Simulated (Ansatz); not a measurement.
# CH6Ge2: up Jacob's ladder to CCSD(T)

The task here is to estimate one member of a computed series from the others.

Method: functionals in def2-TZVPP, the program's frozen cores in correlated methods; program: Ansatz 0.2.0, Gaussian basis.

Plan: LDA (SPW92), PBE-D4, revPBE-D4, BLYP-D4, r2SCAN-D4, B97M-V, PBE0-D4, B3LYP-D4, r2SCANh-D4, r2SCAN0-D4, HSE06-D4, BHLYP-D4, CAM-B3LYP-D4, LC-ωPBE, ωB97X-V, ωB97M-V, B2PLYP, PBE-QIDH; CCSD(T)/def2-SVP; CCSD(T)/def2-TZVPP; MP2/def2-QZVPP; extrapolation to the limit; RPA on PBE.

## Structure used throughout

The geometry comes from an earlier relaxation with PBE0-D4 in a triple-zeta def2 set; it is a stationary point, not always the lowest conformer.

SMILES `[CH2]1[GeH2][GeH2]1`, 9 atoms, charge 0, spin multiplicity 1.

Atoms are counted from 1 here; the program's logs count them from 0.

Bond lengths: C1–Ge2 1.986 Å, C1–Ge3 1.986 Å, C1–H4 1.086 Å, C1–H5 1.086 Å, Ge2–Ge3 2.354 Å, Ge2–H6 1.530 Å, Ge2–H7 1.530 Å, Ge3–H8 1.530 Å, Ge3–H9 1.530 Å. Angles: Ge2–C1–Ge3 72.7°, Ge2–C1–H4 116.6°, Ge2–C1–H5 116.7°, Ge3–C1–H4 116.6°, Ge3–C1–H5 116.7°, H4–C1–H5 112.3°, C1–Ge2–Ge3 53.6°, C1–Ge2–H6 115.8°, C1–Ge2–H7 115.8°, Ge3–Ge2–H6 121.4°, Ge3–Ge2–H7 121.3°, H6–Ge2–H7 114.1°, C1–Ge3–Ge2 53.6°, C1–Ge3–H8 115.8°, C1–Ge3–H9 115.8°, Ge2–Ge3–H8 121.3°, Ge2–Ge3–H9 121.4°, H8–Ge3–H9 114.1°.

The first run:

in.yaml

```yaml
crystal:
  periodic: [false, false, false]
  atoms:
    - {symbol: C, position_ang: [-0.673439, 0.173492, -0.763818]}
    - {symbol: Ge, position_ang: [1.068710, 0.755379, -0.009058]}
    - {symbol: Ge, position_ang: [-0.312200, -0.958103, 0.827491]}
    - {symbol: H, position_ang: [-1.497616, 0.876444, -0.684627]}
    - {symbol: H, position_ang: [-0.645743, -0.320838, -1.730505]}
    - {symbol: H, position_ang: [1.087843, 2.146436, 0.627286]}
    - {symbol: H, position_ang: [2.301561, 0.440083, -0.858200]}
    - {symbol: H, position_ang: [-0.012076, -2.431055, 0.543479]}
    - {symbol: H, position_ang: [-1.228540, -0.728237, 2.030753]}
basis:
  gaussian: {orbitals: def2-TZVPP}
hamiltonian: {xc: lda}
output: {orbitals: {seedname: orbitals}}
```

Steps of the session up to this table: LDA; PBE-D4 (GGA); revPBE-D4 (GGA); BLYP-D4 (GGA); r2SCAN-D4 (meta-GGA); B97M-V (meta-GGA); PBE0-D4 (hybrid); B3LYP-D4 (hybrid); r2SCANh-D4 (hybrid); r2SCAN0-D4 (hybrid); HSE06-D4 (hybrid); BHLYP-D4 (hybrid); CAM-B3LYP-D4 (range-separated); LC-ωPBE (range-separated); ωB97X-V (range-separated); ωB97M-V (range-separated); B2PLYP (double hybrid); PBE-QIDH (double hybrid).

One table of the session follows, with a row left open; its other results are not shown here.

It belongs to the step «Orbital energies across the functionals». 

| functional | HOMO (eV) | gap (eV) |
| --- | --- | --- |
| LDA (SPW92) | -5.72 | 4.36 |
| PBE-D4 | -5.58 | 4.44 |
| revPBE-D4 | -5.53 | 4.48 |
| BLYP-D4 | -5.43 | 4.34 |
| r2SCAN-D4 | -5.80 | 4.89 |
| B97M-V | -5.80 | 4.87 |
| PBE0-D4 | -6.54 | 6.23 |
| B3LYP-D4 | -6.36 | 5.77 |
| r2SCANh-D4 | -6.16 | 5.53 |
| r2SCAN0-D4 | -6.69 | 6.49 |
| HSE06-D4 | -6.16 | 5.48 |
| BHLYP-D4 | -7.37 | 7.91 |
| CAM-B3LYP-D4 | -7.73 | 8.36 |
| LC-ωPBE | -8.97 | 10.74 |
| ωB97X-V | ? | ? |
| ωB97M-V | -8.53 | 9.96 |

Estimate the missing values for ωB97X-V.

The run gave: HOMO (eV): -8.68; gap (eV): 10.34. In the column «HOMO (eV)» it lies between LC-ωPBE (-8.97) and ωB97M-V (-8.53).
